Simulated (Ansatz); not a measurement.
**Molecular dynamics of KPO₂F₂**

The input (input.yaml):

```yaml
crystal:
  lattice:
    - [8.039, 0.0, 0.0]
    - [0.0, 6.205, 0.0]
    - [0.0, 0.0, 7.635]
  atoms:
    - { symbol: K, position: [0.1486, 0.25, 0.1444] }
    - { symbol: K, position: [0.3514, 0.75, 0.6444] }
    - { symbol: K, position: [0.6486, 0.25, 0.3556] }
    - { symbol: K, position: [0.8514, 0.75, 0.8556] }
    - { symbol: P, position: [0.0917, 0.25, 0.6899] }
    - { symbol: P, position: [0.4083, 0.75, 0.1899] }
    - { symbol: P, position: [0.5917, 0.25, 0.8101] }
    - { symbol: P, position: [0.9083, 0.75, 0.3101] }
    - { symbol: O, position: [0.098, 0.0443, 0.7816] }
    - { symbol: O, position: [0.402, 0.9557, 0.2816] }
    - { symbol: O, position: [0.598, 0.4557, 0.7184] }
    - { symbol: O, position: [0.902, 0.5443, 0.2184] }
    - { symbol: O, position: [0.902, 0.9557, 0.2184] }
    - { symbol: O, position: [0.598, 0.0443, 0.7184] }
    - { symbol: O, position: [0.402, 0.5443, 0.2816] }
    - { symbol: O, position: [0.098, 0.4557, 0.7816] }
    - { symbol: F, position: [0.9399, 0.25, 0.5644] }
    - { symbol: F, position: [0.5601, 0.75, 0.0644] }
    - { symbol: F, position: [0.4399, 0.25, 0.9356] }
    - { symbol: F, position: [0.0601, 0.75, 0.4356] }
    - { symbol: F, position: [0.2287, 0.25, 0.5466] }
    - { symbol: F, position: [0.2713, 0.75, 0.0466] }
    - { symbol: F, position: [0.7287, 0.25, 0.9534] }
    - { symbol: F, position: [0.7713, 0.75, 0.4534] }
basis:
  ecutwfc: 420.0
kpoints:
  mp_grid: { grid: [2, 2, 2] }
hamiltonian:
  xc: pbesol
scf:
  occupations: { method: fermi_dirac, width: 0.05 }
  lower_state_search: "off"
md:
  timestep: 1
  n_steps: 170
  ensemble: nvt_langevin
  temperature: 900.0
  initial_velocities: maxwell_boltzmann
  seed: 838156
  friction: 0.01
```

Launched with:

```bash
$ ansatz run input.yaml --threads 2 --pin off --max-ram 5120MiB --backend cpu --events-out ev --progress --plain --runs-dir out
```

It starts from an unrelaxed structure (largest force component 1.72 eV/Å).

Output, in part (step lines):

```
md step     0: t =     0.00 fs  T =   862.5 K  F+E_penalty+E_count = -19932.45799331 eV  E_kin = 2.675682 eV  (9 SCF iters)
md step     1: t =     1.00 fs  T =   868.9 K  F+E_penalty+E_count = -19932.40362347 eV  E_kin = 2.695494 eV  (9 SCF iters)
md step     2: t =     2.00 fs  T =   821.3 K  F+E_penalty+E_count = -19932.28233082 eV  E_kin = 2.547887 eV  (8 SCF iters)
md step     3: t =     3.00 fs  T =   754.4 K  F+E_penalty+E_count = -19932.14320847 eV  E_kin = 2.340390 eV  (8 SCF iters)
md step     4: t =     4.00 fs  T =   719.5 K  F+E_penalty+E_count = -19932.02506091 eV  E_kin = 2.231988 eV  (8 SCF iters)
md step     5: t =     5.00 fs  T =   671.0 K  F+E_penalty+E_count = -19931.94998436 eV  E_kin = 2.081572 eV  (6 SCF iters)
md step     6: t =     6.00 fs  T =   652.9 K  F+E_penalty+E_count = -19931.91837055 eV  E_kin = 2.025560 eV  (6 SCF iters)
md step     7: t =     7.00 fs  T =   653.5 K  F+E_penalty+E_count = -19931.90725936 eV  E_kin = 2.027255 eV  (7 SCF iters)
[... lines left out ...]
md step   170: t =   170.00 fs  T =   916.7 K  F+E_penalty+E_count = -19930.24286419 eV  E_kin = 2.843800 eV  (9 SCF iters)
```

The steps, from the saved trajectory:

```
time (fs)  T (K)  potential energy less start (eV)
      0.0    862                             0.000
      5.0    671                             0.508
     10.0    637                             0.628
     15.0    600                             1.005
     20.0    605                             1.225
     25.0    699                             0.880
     30.0    782                             0.795
     35.0    797                             0.963
     40.0    829                             0.802
     45.0    618                             1.370
     50.0    655                             1.349
     55.0    804                             0.942
     60.0    629                             1.277
     65.0    551                             1.517
     70.0    576                             1.671
     75.0    505                             2.044
     80.0    552                             2.047
     85.0    548                             2.158
     90.0    622                             2.076
     95.0    773                             1.858
    100.0    733                             2.056
    105.0    698                             2.128
    110.0    636                             2.164
    115.0    785                             1.972
    120.0    938                             1.660
    125.0    775                             2.145
    130.0    829                             1.900
    135.0    813                             1.935
    140.0    769                             2.199
    145.0    916                             1.927
    150.0   1065                             1.869
    155.0   1161                             1.580
    160.0   1264                             1.418
    165.0   1039                             2.147
    170.0    917                             2.215
```

The run went to its last step. A run of 0.17 ps of so small a system gives no equilibrium averages.

Mean squared displacements from the first frame to the last, about the centre of mass: K 0.15 Å², P 0.05 Å², O 0.21 Å², F 0.19 Å².

Last frame:

```xyz
24
Lattice="8.0390 0.0000 0.0000 0.0000 6.2050 0.0000 0.0000 0.0000 7.6350" Properties=species:S:1:pos:R:3
K 0.862 1.215 1.152
K 2.747 4.332 4.511
K 4.966 1.619 2.227
K 7.132 4.681 6.078
P 0.917 1.362 5.029
P 3.145 4.387 1.002
P 4.404 1.310 6.004
P 7.293 4.375 2.119
O 1.081 -0.097 5.444
O 3.032 5.578 1.936
O 4.315 2.400 4.982
O 7.133 2.903 1.586
O 7.190 5.513 1.206
O 4.839 -0.124 5.974
O 2.885 3.026 1.535
O 0.380 2.438 5.844
F 7.846 1.031 3.940
F 4.455 4.423 0.299
F 3.049 1.398 6.871
F 0.496 4.158 2.965
F 2.003 1.799 3.877
F 2.274 4.621 -0.192
F 5.380 2.011 7.032
F 6.131 4.479 3.158
```

The run took 18 min on 2 threads of Arm Neoverse V2, on a shared host, peak memory 1 GiB.
